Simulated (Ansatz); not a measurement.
A run of Ansatz 0.2.0 is set up as follows.

File input.yaml:

```yaml
crystal:
  lattice:
    - [5.45204, 0.0, 0.0]
    - [-2.72602, 4.72161, 0.0]
    - [0.0, 0.0, 9.57902]
  atoms:
    - { symbol: Ta, position: [0.0, 0.0, 0.19408] }
    - { symbol: Ta, position: [0.0, 0.0, 0.80592] }
    - { symbol: Ta, position: [0.66667, 0.33333, 0.0] }
    - { symbol: As, position: [0.0, 0.0, 0.5] }
    - { symbol: Au, position: [0.33333, 0.66667, 0.27428] }
    - { symbol: Au, position: [0.33333, 0.66667, 0.72572] }
    - { symbol: O, position: [0.0, 0.0, 0.0] }
    - { symbol: O, position: [0.23947, 0.97129, 0.36402] }
    - { symbol: O, position: [0.02871, 0.26818, 0.36402] }
    - { symbol: O, position: [0.73182, 0.76053, 0.36402] }
    - { symbol: O, position: [0.23947, 0.97129, 0.63598] }
    - { symbol: O, position: [0.02871, 0.26818, 0.63598] }
    - { symbol: O, position: [0.73182, 0.76053, 0.63598] }
    - { symbol: O, position: [0.38452, 0.33425, 0.85844] }
    - { symbol: O, position: [0.66575, 0.05026, 0.85844] }
    - { symbol: O, position: [0.94974, 0.61548, 0.85844] }
    - { symbol: O, position: [0.38452, 0.33425, 0.14156] }
    - { symbol: O, position: [0.66575, 0.05026, 0.14156] }
    - { symbol: O, position: [0.94974, 0.61548, 0.14156] }
kpoints:
  mp_grid: { grid: [6, 6, 3] }
  band_path:
    path:
      - [0.0, 0.0, 0.0]
      - [0.5, 0.0, 0.0]
      - [0.3333333333, 0.3333333333, 0.0]
      - [0.0, 0.0, 0.0]
      - [0.0, 0.0, 0.5]
      - [0.5, 0.0, 0.5]
      - [0.3333333333, 0.3333333333, 0.5]
      - [0.0, 0.0, 0.5]
    npoints: 12
scf:
  occupations: { method: fermi_dirac, width: 0.05 }
hamiltonian:
  xc: pbe
  pseudopotentials: { kind: all_electron, lapw: { basis_error: 0.003 } }
output:
  forces: true
  stress: true
  eigenvalues: true
  fatbands: false
  dos: { projected: true, de: 0.1, e_range: [-20, 6] }
  populations: true
```

Potentials or basis: all-electron LAPW, scalar-relativistic.

The run is started by

```sh
$ ansatz run input.yaml --threads 8 --pin off --max-ram 30720MiB --backend cpu --events-out ev --progress --plain --runs-dir out
```

**Question.** What does it give for the Loewdin charges?

**Answer.** Ta +1.63, +1.72; As +1.79; Au +1.26; O -0.51, -0.66 e.

**Question.** What does it give for the largest force?

**Answer.** 0.205 eV/Å.

Levels at the corners of the path, in eV from the Fermi level:
| point | band 177 | band 178 | band 179 | band 180 | band 181 | band 182 | band 183 | band 184 |
| --- | --- | --- | --- | --- | --- | --- | --- | --- |
| Γ | -1.16 | -1.16 | 0.02 | 0.02 | 0.18 | 0.18 | 1.11 | 2.51 |
| M | -0.87 | -0.84 | -0.31 | 0.00 | 0.02 | 0.26 | 1.96 | 2.36 |
| K | -0.87 | -0.86 | -0.21 | -0.05 | 0.11 | 0.17 | 2.10 | 2.52 |
| Γ | -1.16 | -1.16 | 0.02 | 0.02 | 0.18 | 0.18 | 1.11 | 2.51 |
| A | -1.11 | -1.11 | -0.04 | -0.04 | 0.24 | 0.24 | 1.53 | 2.65 |
| L | -1.01 | -0.79 | -0.19 | -0.09 | -0.04 | 0.26 | 2.27 | 2.46 |
| H | -1.03 | -0.82 | -0.13 | -0.09 | 0.03 | 0.19 | 2.48 | 2.59 |
| A | -1.11 | -1.11 | -0.04 | -0.04 | 0.24 | 0.24 | 1.53 | 2.65 |

Caveat: spin-orbit coupling is left out, which moves the levels of the heavy elements.
